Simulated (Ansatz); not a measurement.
**H3NSSn: one species, many methods**

How much do the methods differ for H3NSSn? The plan is to run it at one geometry with functionals of several rungs and with coupled cluster. The yardstick is the atomisation energy at the CCSD(T) limit.

Computed with Ansatz 0.2.0, Gaussian basis. Level: functionals in def2-TZVPP, the program's frozen cores in correlated methods.

Levels to be run: LDA (SPW92), PBE-D4, revPBE-D4, BLYP-D4, r2SCAN-D4, B97M-V, PBE0-D4, B3LYP-D4, r2SCANh-D4, r2SCAN0-D4, HSE06-D4, BHLYP-D4, CAM-B3LYP-D4, LC-ωPBE, ωB97X-V, ωB97M-V, B2PLYP, PBE-QIDH; CCSD(T)/def2-SVP; CCSD(T)/def2-TZVPP; MP2/def2-QZVPP; extrapolation to the limit; RPA on PBE.

### Step 1. The relaxed structure

All runs share one geometry, relaxed beforehand with PBE0-D4 in a triple-zeta def2 set. Sn takes the def2 core potential; no spin-orbit term is included.

SMILES `[NH2][Sn][SH]`, 6 atoms, charge 0, spin multiplicity 1.

Atoms are counted from 1 here; the program's logs count them from 0.

Bond lengths: N1–Sn2 2.010 Å, N1–H4 1.008 Å, N1–H5 1.007 Å, Sn2–S3 2.443 Å, S3–H6 1.342 Å. Angles: Sn2–N1–H4 125.5°, Sn2–N1–H5 122.9°, H4–N1–H5 111.6°, N1–Sn2–S3 92.6°, Sn2–S3–H6 93.4°.

Coordinates:

```xyz
6
H3NSSn
N    -0.9048    0.2104   -0.9767
Sn    0.2738   -1.2075   -0.1763
S     1.1803    0.3316    1.4907
H    -0.9648    1.1675   -0.6649
H    -1.5170    0.0357   -1.7576
H     1.9745   -0.6016    2.0387
```

### Step 2. LDA

This LDA is Slater exchange with PW92 correlation.

The input, in.yaml:

```yaml
crystal:
  periodic: [false, false, false]
  atoms:
    - {symbol: N, position_ang: [-0.904771, 0.210361, -0.976729]}
    - {symbol: Sn, position_ang: [0.273825, -1.207472, -0.176324]}
    - {symbol: S, position_ang: [1.180274, 0.331640, 1.490720]}
    - {symbol: H, position_ang: [-0.964800, 1.167471, -0.664949]}
    - {symbol: H, position_ang: [-1.517000, 0.035687, -1.757575]}
    - {symbol: H, position_ang: [1.974470, -0.601588, 2.038658]}
basis:
  gaussian: {orbitals: def2-TZVPP}
hamiltonian: {xc: lda}
output: {orbitals: {seedname: orbitals}}
```

Further steps of the session: PBE-D4 (GGA); revPBE-D4 (GGA); BLYP-D4 (GGA); r2SCAN-D4 (meta-GGA); B97M-V (meta-GGA); PBE0-D4 (hybrid); B3LYP-D4 (hybrid); r2SCANh-D4 (hybrid); r2SCAN0-D4 (hybrid); HSE06-D4 (hybrid); BHLYP-D4 (hybrid); CAM-B3LYP-D4 (range-separated); LC-ωPBE-D4 (range-separated); ωB97X-V (range-separated); ωB97M-V (range-separated); B2PLYP (double hybrid); PBE-QIDH (double hybrid); CCSD(T) in def2-SVP; CCSD(T) in def2-TZVPP; MP2 in def2-QZVPP; RPA on PBE orbitals.

Before running them: what should the planned runs give, taken together? Wanted: atomisation energy, CCSD(T)/CBS; farthest beyond LDA; mean size of error, GGA; mean size of error, meta-GGA; mean size of error, hybrid; mean size of error, range-separated; mean size of error, double hybrid; gap, smallest and largest; T1 diagnostic.

**Answer**, as computed:

| quantity | value |
| --- | --- |
| atomisation energy, CCSD(T)/CBS | 1791.4 kJ/mol |
| functionals within 17.9 kJ/mol (1.0 %) | BLYP-D4, B97M-V, B3LYP-D4, CAM-B3LYP-D4, ωB97X-V, ωB97M-V |
| farthest beyond LDA | BHLYP-D4 (-83.7 kJ/mol) |
| mean size of error, GGA | 21.5 kJ/mol |
| mean size of error, meta-GGA | 13.3 kJ/mol |
| mean size of error, hybrid | 41.3 kJ/mol |
| mean size of error, range-separated | 20.4 kJ/mol |
| mean size of error, double hybrid | 48.6 kJ/mol |
| gap, smallest and largest | 3.23 eV (BLYP-D4), 9.41 eV (LC-ωPBE) |
| T1 diagnostic | 0.0162 |
| triples share of the correlation energy | 3.8 % |

The LDA atomisation energy is off by 281.7 kJ/mol (16 %): it overbinds. PBE-D4 is off by +32.5 kJ/mol. Double hybrids carry the basis error of their MP2 part in triple zeta, and no dispersion term here, so their miss is partly the set-up's. By mean error the best rung here is meta-GGA (13.3 kJ/mol) and the worst beyond LDA is double hybrid (48.6 kJ/mol). The gap between the best rungs is small, so their order is not settled. Misses under about 17.9 kJ/mol are within the doubt on the reference itself, which lacks core-valence correlation, spin-orbit coupling and higher excitations, and its outer-core shells are covered unevenly. All levels share the lack of spin-orbit coupling, which lowers the free heavy atoms and so the true binding. Hartree-Fock recovers 63 % of the binding; the rest is correlation. CCSD(T) in def2-SVP is off by -212.6 kJ/mol, so the small basis spoils what the method gains. The gap grows from 3.2 to 9.4 eV across the functionals, mostly with the share of exact exchange. Correlated methods include outer-core shells of Sn, which these sets cover unevenly.
